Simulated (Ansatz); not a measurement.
# BH3LiNO: the cost of one run

All numbers below are computed with Ansatz 0.2.0 (RKS BLYP-D4/cc-pVDZ).

### Step 1. Starting point

Bond lengths: Li1–N2 1.727 Å, Li1–B3 2.485 Å, N2–B3 1.387 Å, B3–O4 1.377 Å, N2–H5 1.013 Å, B3–H6 1.215 Å, O4–H7 0.954 Å. Angles: Li1–N2–B3 105.4°, Li1–N2–H5 143.4°, B3–N2–H5 111.2°, N2–Li1–B3 32.6°, Li1–B3–N2 42.1°, Li1–B3–O4 163.9°, Li1–B3–H6 76.1°, N2–B3–O4 121.8°, N2–B3–H6 118.1°, O4–B3–H6 120.1°, B3–O4–H7 114.3°.

Coordinates:

```xyz
7

Li   -0.9833   -1.7960   -1.0992
N    -0.0500   -1.0866    0.1686
B    -0.0280    0.2724   -0.1074
O     0.6309    1.1674    0.7052
H     0.4676   -1.2975    1.0137
H    -0.6125    0.6653   -1.0980
H     0.5752    2.0750    0.4170
```

### Step 2. Relaxing end A

Contents of input.yaml:

```yaml
crystal:
  periodic: [false, false, false]
  atoms:
    - { symbol: Li, position_ang: [-0.9833, -1.79596, -1.09916] }
    - { symbol: "N", position_ang: [-0.04995, -1.08656, 0.16864] }
    - { symbol: B, position_ang: [-0.02805, 0.27236, -0.10743] }
    - { symbol: O, position_ang: [0.63094, 1.16739, 0.70519] }
    - { symbol: H, position_ang: [0.46762, -1.29754, 1.01371] }
    - { symbol: H, position_ang: [-0.61246, 0.66533, -1.09799] }
    - { symbol: H, position_ang: [0.5752, 2.07498, 0.41702] }
basis:
  gaussian: { orbitals: cc-pVDZ }
hamiltonian:
  xc: blyp
  dispersion: d4
relax:
  f_tol: 0.015
  max_steps: 40
```

Run with:

```bash
$ ansatz run input.yaml --threads 1 --pin off --max-ram 2048MiB --backend cpu --events-out ev --progress --plain --runs-dir out
```

What time and memory should one allow on 1 thread of Intel Xeon Platinum 8488C (Sapphire Rapids), shared host?

About 32 s, with a peak of 0.17 GiB.
